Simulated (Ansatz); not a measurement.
**C2H5AlClF: small, medium and large basis sets**

The task here is to estimate one member of a computed series from the others.

The runs use Ansatz 0.2.0, Gaussian basis; one geometry, several basis sets.

Levels to be run: PBE0-D4/def2-SVP; ωB97M-V/def2-SVP; PBE0-D4/def2-QZVPP; ωB97M-V/def2-QZVPP; the functionals' def2-TZVPP values are taken from earlier runs.

## The relaxed structure

The geometry comes from an earlier relaxation with PBE0-D4 in a triple-zeta def2 set; it is a stationary point, not always the lowest conformer.

SMILES `C[CH2][Al]([F])[Cl]`, 10 atoms, charge 0, spin multiplicity 1.

Atoms are counted from 1 here; the program's logs count them from 0.

Bond lengths: C1–C2 1.528 Å, C1–H6 1.093 Å, C1–H7 1.092 Å, C1–H8 1.092 Å, C2–Al3 1.938 Å, C2–H9 1.097 Å, C2–H10 1.097 Å, Al3–F4 1.645 Å, Al3–Cl5 2.090 Å. Angles: C2–C1–H6 111.5°, C2–C1–H7 111.8°, C2–C1–H8 111.7°, H6–C1–H7 107.4°, H6–C1–H8 107.4°, H7–C1–H8 106.8°, C1–C2–Al3 115.9°, C1–C2–H9 110.7°, C1–C2–H10 110.8°, Al3–C2–H9 107.0°, Al3–C2–H10 107.1°, H9–C2–H10 104.6°, C2–Al3–F4 120.9°, C2–Al3–Cl5 122.8°, F4–Al3–Cl5 116.3°.

Set-up of the first run:

in.yaml

```yaml
crystal:
  periodic: [false, false, false]
  atoms:
    - {symbol: C, position_ang: [-0.547496, 0.774727, 0.923110]}
    - {symbol: C, position_ang: [0.622599, 0.321582, 0.051580]}
    - {symbol: Al, position_ang: [0.266129, -1.164722, -1.140240]}
    - {symbol: F, position_ang: [1.452632, -1.781064, -2.099355]}
    - {symbol: Cl, position_ang: [-1.611112, -2.071472, -1.291668]}
    - {symbol: H, position_ang: [-0.268917, 1.619110, 1.559500]}
    - {symbol: H, position_ang: [-1.403678, 1.087074, 0.320925]}
    - {symbol: H, position_ang: [-0.898465, -0.026256, 1.577774]}
    - {symbol: H, position_ang: [0.987748, 1.149423, -0.569080]}
    - {symbol: H, position_ang: [1.483559, 0.040397, 0.670455]}
basis:
  gaussian: {orbitals: def2-SVP}
hamiltonian: {xc: pbe0, dispersion: d4}
output: {orbitals: {seedname: orbitals}}
```

Started as:

```console
> ansatz run in.yaml --threads 4 --pin off --events-out ev --progress --plain --max-ram 10444MiB
```

Steps of the session up to this table: PBE0-D4 in def2-SVP; ωB97M-V in def2-SVP; PBE0-D4 in def2-QZVPP; ωB97M-V in def2-QZVPP.

One table of the session follows, with a row left open; its other results are not shown here.

It belongs to the step «Functionals by basis». 

```
functional       basis  HOMO (eV)
   PBE0-D4    def2-SVP      -8.36
   PBE0-D4  def2-TZVPP      -8.41
   PBE0-D4  def2-QZVPP      -8.42
   ωB97M-V    def2-SVP     -10.56
   ωB97M-V  def2-TZVPP          ?
   ωB97M-V  def2-QZVPP     -10.64
```

Q: Estimate the row for ωB97M-V, def2-TZVPP from the others.

As computed: HOMO (eV): -10.62. In the column «HOMO (eV)» it lies between ωB97M-V, def2-QZVPP (-10.64) and ωB97M-V, def2-SVP (-10.56).
